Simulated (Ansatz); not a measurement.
**CH7FSi2: small, medium and large basis sets**

The task here is to estimate one member of a computed series from the others.

Computed with Ansatz 0.2.0, Gaussian basis. Level: one geometry, several basis sets.

The runs, in order: PBE0-D4/def2-SVP; ωB97M-V/def2-SVP; PBE0-D4/def2-QZVPP; ωB97M-V/def2-QZVPP; the functionals' def2-TZVPP values are taken from earlier runs.

## The geometry

The geometry comes from an earlier relaxation with PBE0-D4 in a triple-zeta def2 set; it is a stationary point, not always the lowest conformer.

SMILES `C[SiH](F)[SiH3]`, 11 atoms, charge 0, spin multiplicity 1.

Atoms are counted from 1 here; the program's logs count them from 0.

Bond lengths: C1–Si2 1.860 Å, C1–H5 1.092 Å, C1–H6 1.094 Å, C1–H7 1.093 Å, Si2–F3 1.611 Å, Si2–Si4 2.346 Å, Si2–H8 1.489 Å, Si4–H9 1.488 Å, Si4–H10 1.487 Å, Si4–H11 1.490 Å. Angles: Si2–C1–H5 111.3°, Si2–C1–H6 110.0°, Si2–C1–H7 110.6°, H5–C1–H6 108.1°, H5–C1–H7 108.4°, H6–C1–H7 108.1°, C1–Si2–F3 108.7°, C1–Si2–Si4 112.5°, C1–Si2–H8 110.1°, F3–Si2–Si4 108.4°, F3–Si2–H8 106.8°, Si4–Si2–H8 110.2°, Si2–Si4–H9 110.7°, Si2–Si4–H10 111.3°, Si2–Si4–H11 108.9°, H9–Si4–H10 108.9°, H9–Si4–H11 108.4°, H10–Si4–H11 108.6°.

Geometry (Å):

```mol
CH7FSi2
  3D, bonds by distance, orders not assigned

 11 10  0  0  0  0  0  0  0  0999 V2000
   -0.8321    1.4487   -0.4347 C   0  0
    0.6337    0.3045   -0.4631 Si  0  0
    1.9024    1.0756    0.1613 F   0  0
    0.2686   -1.6504    0.7813 Si  0  0
   -1.0979    1.7287    0.5870 H   0  0
   -1.6980    0.9600   -0.8902 H   0  0
   -0.6203    2.3603   -0.9987 H   0  0
    0.9882   -0.0379   -1.8684 H   0  0
   -0.0629   -1.3200    2.1943 H   0  0
    1.4642   -2.5345    0.7611 H   0  0
   -0.8806   -2.3921    0.1908 H   0  0
  1  2  8  0
  2  3  8  0
  2  4  8  0
  1  5  8  0
  1  6  8  0
  1  7  8  0
  2  8  8  0
  4  9  8  0
  4 10  8  0
  4 11  8  0
M  END
```

Set-up of the first run:

in.yaml reads:

```yaml
crystal:
  periodic: [false, false, false]
  atoms:
    - {symbol: C, position_ang: [-0.832088, 1.448663, -0.434663]}
    - {symbol: Si, position_ang: [0.633698, 0.304544, -0.463141]}
    - {symbol: F, position_ang: [1.902417, 1.075643, 0.161306]}
    - {symbol: Si, position_ang: [0.268625, -1.650351, 0.781297]}
    - {symbol: H, position_ang: [-1.097925, 1.728651, 0.586994]}
    - {symbol: H, position_ang: [-1.697977, 0.959996, -0.890221]}
    - {symbol: H, position_ang: [-0.620321, 2.360299, -0.998720]}
    - {symbol: H, position_ang: [0.988229, -0.037897, -1.868436]}
    - {symbol: H, position_ang: [-0.062904, -1.319952, 2.194257]}
    - {symbol: H, position_ang: [1.464223, -2.534543, 0.761148]}
    - {symbol: H, position_ang: [-0.880577, -2.392054, 0.190779]}
basis:
  gaussian: {orbitals: def2-SVP}
hamiltonian: {xc: pbe0, dispersion: d4}
output: {orbitals: {seedname: orbitals}}
```

Launch:

```console
> ansatz run in.yaml --threads 4 --pin off --events-out ev --progress --plain --max-ram 10444MiB
```

Among the steps run: PBE0-D4 in def2-SVP; ωB97M-V in def2-SVP; PBE0-D4 in def2-QZVPP; ωB97M-V in def2-QZVPP.

One of the session's tables, all rows but one given; the rest of the session is left out.

It belongs to the step «Functionals by basis». 

```
functional       basis  HOMO (eV)  LUMO (eV)
   PBE0-D4    def2-SVP      -8.07       0.08
   PBE0-D4  def2-TZVPP      -8.07      -0.22
   PBE0-D4  def2-QZVPP      -8.08      -0.30
   ωB97M-V    def2-SVP          ?          ?
   ωB97M-V  def2-TZVPP     -10.13       1.56
   ωB97M-V  def2-QZVPP     -10.14       1.33
```

Estimate the missing values for ωB97M-V, def2-SVP.

As computed: HOMO (eV): -10.09; LUMO (eV): 1.99. In the column «HOMO (eV)» it lies between ωB97M-V, def2-TZVPP (-10.13) and PBE0-D4, def2-QZVPP (-8.08).
